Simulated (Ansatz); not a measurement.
**C₂H₈S₂Si: a ladder of functionals and wavefunction methods**

An exercise on one series of results from a longer session: the logs are not shown, and one member is left open.

The runs use Ansatz 0.2.0, Gaussian basis; functionals in def2-TZVPP, the program's frozen cores in correlated methods.

Plan: LDA (SPW92), PBE-D4, revPBE-D4, BLYP-D4, r2SCAN-D4, B97M-V, PBE0-D4, B3LYP-D4, r2SCANh-D4, r2SCAN0-D4, HSE06-D4, BHLYP-D4, CAM-B3LYP-D4, LC-ωPBE, ωB97X-V, ωB97M-V, B2PLYP, PBE-QIDH; CCSD(T)/def2-SVP; CCSD(T)/def2-TZVPP; MP2/def2-QZVPP; extrapolation to the limit; RPA on PBE.

**The geometry**

The geometry comes from an earlier relaxation with PBE0-D4 in a triple-zeta def2 set; it is a stationary point, not always the lowest conformer.

13 atoms, charge 0, spin multiplicity 1.

Atoms are counted from 1 here; the program's logs count them from 0.

Bond lengths: C1–Si2 1.862 Å, C1–H6 1.093 Å, C1–H7 1.091 Å, C1–H8 1.093 Å, Si2–C3 1.864 Å, Si2–S4 2.140 Å, Si2–S5 2.149 Å, C3–H9 1.094 Å, C3–H10 1.092 Å, C3–H11 1.093 Å, S4–H12 1.344 Å, S5–H13 1.345 Å. Angles: Si2–C1–H6 110.1°, Si2–C1–H7 110.7°, Si2–C1–H8 110.8°, H6–C1–H7 108.0°, H6–C1–H8 108.3°, H7–C1–H8 108.7°, C1–Si2–C3 111.6°, C1–Si2–S4 105.4°, C1–Si2–S5 112.2°, C3–Si2–S4 112.3°, C3–Si2–S5 109.5°, S4–Si2–S5 105.6°, Si2–C3–H9 110.7°, Si2–C3–H10 111.0°, Si2–C3–H11 110.1°, H9–C3–H10 108.1°, H9–C3–H11 108.3°, H10–C3–H11 108.5° and more.

The first run:

Input file in.yaml:

```yaml
crystal:
  periodic: [false, false, false]
  atoms:
    - {symbol: C, position_ang: [-1.585936, 0.816334, -0.015823]}
    - {symbol: Si, position_ang: [0.079704, 0.065404, -0.374935]}
    - {symbol: C, position_ang: [0.656729, -1.024358, 1.023037]}
    - {symbol: S, position_ang: [-0.169298, -1.019746, -2.202843]}
    - {symbol: S, position_ang: [1.571099, 1.556639, -0.785182]}
    - {symbol: H, position_ang: [-1.534147, 1.433454, 0.884818]}
    - {symbol: H, position_ang: [-1.910248, 1.451062, -0.842431]}
    - {symbol: H, position_ang: [-2.337204, 0.038310, 0.144212]}
    - {symbol: H, position_ang: [0.772430, -0.444777, 1.943459]}
    - {symbol: H, position_ang: [1.617887, -1.485572, 0.788775]}
    - {symbol: H, position_ang: [-0.073164, -1.816887, 1.206431]}
    - {symbol: H, position_ang: [1.111754, -1.420066, -2.265431]}
    - {symbol: H, position_ang: [1.820694, 1.815303, 0.510811]}
basis:
  gaussian: {orbitals: def2-TZVPP}
hamiltonian: {xc: lda}
output: {orbitals: {seedname: orbitals}}
```

Run with:

```
$ ansatz run in.yaml --threads 4 --pin off --events-out ev --progress --plain --max-ram 10444MiB
```

Among the steps run: LDA; PBE-D4 (GGA); revPBE-D4 (GGA); BLYP-D4 (GGA); r2SCAN-D4 (meta-GGA); B97M-V (meta-GGA); B3LYP-D4 (hybrid); r2SCANh-D4 (hybrid); r2SCAN0-D4 (hybrid); HSE06-D4 (hybrid); BHLYP-D4 (hybrid); CAM-B3LYP-D4 (range-separated); LC-ωPBE (range-separated); ωB97X-V (range-separated); ωB97M-V (range-separated); B2PLYP (double hybrid); PBE-QIDH (double hybrid).

One table of the session follows, with a row left open; its other results are not shown here.

It belongs to the step «Frontier levels by functional». 

```
  functional  HOMO (eV)  LUMO (eV)  gap (eV)
 LDA (SPW92)          ?          ?         ?
      PBE-D4      -6.02      -0.59      5.43
   revPBE-D4      -5.97      -0.49      5.48
     BLYP-D4      -5.86      -0.53      5.33
   r2SCAN-D4      -6.30      -0.19      6.11
      B97M-V      -6.39      -0.42      5.97
     PBE0-D4      -7.24       0.29      7.53
    B3LYP-D4      -7.00       0.00      6.99
  r2SCANh-D4      -6.75       0.12      6.87
  r2SCAN0-D4      -7.42       0.57      7.99
    HSE06-D4      -6.84      -0.08      6.75
    BHLYP-D4      -8.32       1.03      9.35
CAM-B3LYP-D4      -8.56       1.18      9.74
     LC-ωPBE      -9.95       2.45     12.41
     ωB97X-V      -9.60       2.23     11.83
     ωB97M-V      -9.43       1.89     11.32
```

**Question.** Estimate the row for LDA (SPW92).

As computed: HOMO (eV): -6.13; LUMO (eV): -0.78; gap (eV): 5.35. In the column «HOMO (eV)» it lies between r2SCAN-D4 (-6.30) and PBE-D4 (-6.02).
